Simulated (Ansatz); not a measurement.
**CH3ClF2Ti: small, medium and large basis sets**

One table from this session's results is given with a row withheld; the runs are named, their logs left out.

Computed with Ansatz 0.2.0, Gaussian basis. Level: one geometry, several basis sets.

Plan: PBE0-D4/def2-SVP; ωB97M-V/def2-SVP; PBE0-D4/def2-QZVPP; ωB97M-V/def2-QZVPP; the functionals' def2-TZVPP values are taken from earlier runs.

**The geometry**

The geometry comes from an earlier relaxation with PBE0-D4 in a triple-zeta def2 set; it is a stationary point, not always the lowest conformer.

SMILES `[CH3][Ti]([F])([F])[Cl]`, 8 atoms, charge 0, spin multiplicity 1.

Atoms are counted from 1 here; the program's logs count them from 0.

Bond lengths: C1–Ti2 2.030 Å, C1–H6 1.094 Å, C1–H7 1.093 Å, C1–H8 1.093 Å, Ti2–F3 1.745 Å, Ti2–F4 1.745 Å, Ti2–Cl5 2.189 Å. Angles: Ti2–C1–H6 108.1°, Ti2–C1–H7 109.2°, Ti2–C1–H8 109.2°, H6–C1–H7 110.1°, H6–C1–H8 110.1°, H7–C1–H8 110.1°, C1–Ti2–F3 105.2°, C1–Ti2–F4 105.2°, C1–Ti2–Cl5 105.7°, F3–Ti2–F4 112.7°, F3–Ti2–Cl5 113.4°, F4–Ti2–Cl5 113.4°.

The first run:

Input file in.yaml:

```yaml
crystal:
  periodic: [false, false, false]
  atoms:
    - {symbol: C, position_ang: [-0.889919, -0.182738, 0.547363]}
    - {symbol: Ti, position_ang: [0.814047, 0.061592, -0.529189]}
    - {symbol: F, position_ang: [1.950674, -1.078199, 0.145678]}
    - {symbol: F, position_ang: [0.375150, -0.317574, -2.175425]}
    - {symbol: Cl, position_ang: [1.402123, 2.150324, -0.243873]}
    - {symbol: H, position_ang: [-1.220163, -1.219736, 0.431852]}
    - {symbol: H, position_ang: [-0.683983, 0.030148, 1.599733]}
    - {symbol: H, position_ang: [-1.655728, 0.499084, 0.168061]}
basis:
  gaussian: {orbitals: def2-SVP}
hamiltonian: {xc: pbe0, dispersion: d4}
output: {orbitals: {seedname: orbitals}}
```

The run is started by

```
> ansatz run in.yaml --threads 4 --pin off --events-out ev --progress --plain --max-ram 10444MiB
```

Steps of the session up to this table: PBE0-D4 in def2-SVP; ωB97M-V in def2-SVP; PBE0-D4 in def2-QZVPP; ωB97M-V in def2-QZVPP.

One table of the session follows, with a row left open; its other results are not shown here.

It belongs to the step «Functionals by basis». 

```
functional       basis  HOMO (eV)  LUMO (eV)
   PBE0-D4    def2-SVP      -8.96      -2.90
   PBE0-D4  def2-TZVPP          ?          ?
   PBE0-D4  def2-QZVPP      -8.93      -2.84
   ωB97M-V    def2-SVP     -11.29      -0.55
   ωB97M-V  def2-TZVPP     -11.30      -0.54
   ωB97M-V  def2-QZVPP     -11.29      -0.55
```

Q: Estimate the row for PBE0-D4, def2-TZVPP from the others.

**Answer.** HOMO (eV): -8.94; LUMO (eV): -2.84. In the column «HOMO (eV)» it lies between PBE0-D4, def2-SVP (-8.96) and PBE0-D4, def2-QZVPP (-8.93).
